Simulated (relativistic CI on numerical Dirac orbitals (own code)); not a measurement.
# Cr⁺: one ion under different settings

How much do the settings matter for Cr⁺? One ion, several inputs.

Method: Dirac-Coulomb-Breit CI, KLI orbitals optimised for each configuration, model QED (radiative potential, 1s self-energy scaled to tabulated hydrogen-like ionisation energies), numerical settings as typed. Code: relativistic CI on numerical Dirac orbitals (own code) version 3.

### Step 1. Starting point

| Property | Result |
| --- | --- |
| ion | Cr⁺ (Cr II) |
| nuclear charge | 24 |
| electrons | 23 |
| isotope | A = 52 |

### Step 2. Usual settings

Settings of the run:

```ini
atom Cr  Z=24  charge=1  electrons=23
nucleus A=52  rms_radius_fm=3.6452
hamiltonian dirac-coulomb  breit=on  qed=on  c_scale=1
orbitals kli  potential=per-configuration
slater_scale 1
correlation none
mixing on
grid step=0.0125 r_max=74.5
scf mixing=0.4 start=green max_iterations=150 tolerance=2e-08 node_fill=0.05
configurations
  [Ar] 3d5
  [Ar] 3d4 4s
  [Ar] 3d3 4s2
end
```

Launch:

```sh
python run_levels.py task.json out
```

The settings of every run stand in task.json; they run in order.

### Step 3. QED terms off

Changes to the settings of step 2:

```diff
@@ -2,3 +2,3 @@
 nucleus A=52  rms_radius_fm=3.6452
-hamiltonian dirac-coulomb  breit=on  qed=on  c_scale=1
+hamiltonian dirac-coulomb  breit=on  qed=off  c_scale=1
 orbitals kli  potential=per-configuration
```

### Step 4. QED terms off, grid step 0.006, tolerance 1e-10

Changes to the settings of step 3:

```diff
@@ -7,4 +7,4 @@
 mixing on
-grid step=0.0125 r_max=74.5
-scf mixing=0.4 start=green max_iterations=150 tolerance=2e-08 node_fill=0.05
+grid step=0.006 r_max=74.5
+scf mixing=0.4 start=green max_iterations=150 tolerance=1e-10 node_fill=0.05
 configurations
```

### Step 5. Slater scale 0.5, grid step 0.02

Settings of the run:

```ini
atom Cr  Z=24  charge=1  electrons=23
nucleus A=52  rms_radius_fm=3.6452
hamiltonian dirac-coulomb  breit=on  qed=on  c_scale=1
orbitals kli  potential=per-configuration
slater_scale 0.5
correlation none
mixing on
grid step=0.02 r_max=74.5
scf mixing=0.4 start=green max_iterations=150 tolerance=2e-08 node_fill=0.05
configurations
  [Ar] 3d5
  [Ar] 3d4 4s
  [Ar] 3d3 4s2
end
```

### Step 6. Potential mixing 0.1, end of the grid 52.15

Settings of the run:

```ini
atom Cr  Z=24  charge=1  electrons=23
nucleus A=52  rms_radius_fm=3.6452
hamiltonian dirac-coulomb  breit=on  qed=on  c_scale=1
orbitals kli  potential=per-configuration
slater_scale 1
correlation none
mixing on
grid step=0.0125 r_max=52.15
scf mixing=0.1 start=green max_iterations=150 tolerance=2e-08 node_fill=0.05
configurations
  [Ar] 3d5
  [Ar] 3d4 4s
  [Ar] 3d3 4s2
end
```

### Step 7. Speed-of-light factor 0.4

Settings of the run:

```ini
atom Cr  Z=24  charge=1  electrons=23
nucleus A=52  rms_radius_fm=3.6452
hamiltonian dirac-coulomb  breit=on  qed=on  c_scale=0.4
orbitals kli  potential=per-configuration
slater_scale 1
correlation none
mixing on
grid step=0.0125 r_max=74.5
scf mixing=0.4 start=green max_iterations=83 tolerance=2e-08 node_fill=0.05
configurations
  [Ar] 3d5
  [Ar] 3d4 4s
  [Ar] 3d3 4s2
end
```

(Steps that only read results are left out.)

**Question.** What will these runs give? Wanted: lowest level, usual settings; total energy; first excitation.

The runs gave:

| setting | total energy less usual (Ha) | largest shift of a level among the lowest eight of both runs, same label and place (cm⁻¹) | SCF iterations | time | lowest level | kind of change |
| --- | --- | --- | --- | --- | --- | --- |
| usual | 0 | 0 | 34 | 0.21 s | 3d5 6S5/2 | - |
| QED terms off | -0.237 | 38.8 | 34 | 0.18 s | 3d5 6S5/2 | model term |
| QED terms off, grid step 0.006, tolerance 1e-10 | -0.237 | 38.8 | 41 | 0.34 s | 3d5 6S5/2 | model term |
| Slater scale 0.5, grid step 0.02 | 0.0977 | 10600 | 33 | 0.16 s | 3d5 6S5/2 | model term |
| potential mixing 0.1, end of the grid 52.15 | 0 | 0 | 45 | 0.24 s | 3d5 6S5/2 | numerical |
| speed-of-light factor 0.4 | -35.3 | 13000 | 36 | 0.23 s | 3d4 4s 6D1/2 | unsound |

| quantity | value |
| --- | --- |
| lowest level, usual settings | 3d5 6S5/2 |
| total energy | -1048.9826 Ha |
| first excitation | 7146.5 cm⁻¹ |

In words: The lowest level changes under «speed-of-light factor 0.4». Among the runs whose levels can be followed, they move most under «speed-of-light factor 0.4» (unsound), by up to 13000 cm⁻¹. No visible change in the result comes from «potential mixing 0.1, end of the grid 52.15». Only the listed configurations are in the model. Near neutrality, missing correlation can shift configurations against each other by thousands of cm⁻¹.
